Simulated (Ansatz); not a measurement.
**H₅InOSi: how energies converge with the basis set**

One table from this session's results is given with a row withheld; the runs are named, their logs left out.

The runs use Ansatz 0.2.0, Gaussian basis; one geometry, several basis sets.

Levels to be run: PBE0-D4/def2-SVP; ωB97M-V/def2-SVP; PBE0-D4/def2-QZVPP; the functionals' def2-TZVPP values are taken from earlier runs.

1 further run of the same task is left out (it didn't finish).

**The geometry**

The geometry comes from an earlier relaxation with PBE0-D4 in a triple-zeta def2 set; it is a stationary point, not always the lowest conformer. In takes the def2 core potential; no spin-orbit term is included.

SMILES `[SiH3][O][InH2]`, 8 atoms, charge 0, spin multiplicity 1.

Atoms are counted from 1 here; the program's logs count them from 0.

Bond lengths: Si1–O2 1.622 Å, Si1–H4 1.496 Å, Si1–H5 1.490 Å, Si1–H6 1.491 Å, O2–In3 1.992 Å, In3–H7 1.702 Å, In3–H8 1.706 Å. Angles: O2–Si1–H4 111.8°, O2–Si1–H5 110.7°, O2–Si1–H6 110.8°, H4–Si1–H5 107.6°, H4–Si1–H6 107.6°, H5–Si1–H6 108.1°, Si1–O2–In3 138.5°, O2–In3–H7 110.2°, O2–In3–H8 112.5°, H7–In3–H8 137.3°.

The first run:

in.yaml reads:

```yaml
crystal:
  periodic: [false, false, false]
  atoms:
    - {symbol: Si, position_ang: [-0.753017, 1.124268, -0.423602]}
    - {symbol: O, position_ang: [0.586498, 0.344762, 0.055142]}
    - {symbol: In, position_ang: [1.131673, -1.494713, 0.592678]}
    - {symbol: H, position_ang: [-1.935625, 0.210434, -0.485378]}
    - {symbol: H, position_ang: [-0.565358, 1.712285, -1.780280]}
    - {symbol: H, position_ang: [-1.085680, 2.230219, 0.518632]}
    - {symbol: H, position_ang: [2.789725, -1.527857, 0.974429]}
    - {symbol: H, position_ang: [-0.168215, -2.599408, 0.548388]}
basis:
  gaussian: {orbitals: def2-SVP}
hamiltonian: {xc: pbe0, dispersion: d4}
output: {orbitals: {seedname: orbitals}}
```

Among the steps run: PBE0-D4 in def2-SVP; ωB97M-V in def2-SVP; PBE0-D4 in def2-QZVPP.

One table of the session follows, with a row left open; its other results are not shown here.

It belongs to the step «Density functionals: the series». 

```
functional       basis  HOMO (eV)  LUMO (eV)
   PBE0-D4    def2-SVP      -7.94      -1.72
   PBE0-D4  def2-TZVPP      -8.05      -1.79
   PBE0-D4  def2-QZVPP          ?          ?
   ωB97M-V    def2-SVP     -10.18      -0.15
   ωB97M-V  def2-TZVPP     -10.34      -0.35
```

**Question.** Estimate the row for PBE0-D4, def2-QZVPP.

As computed: HOMO (eV): -8.07; LUMO (eV): -1.80. In the column «HOMO (eV)» it lies between ωB97M-V, def2-SVP (-10.18) and PBE0-D4, def2-TZVPP (-8.05).
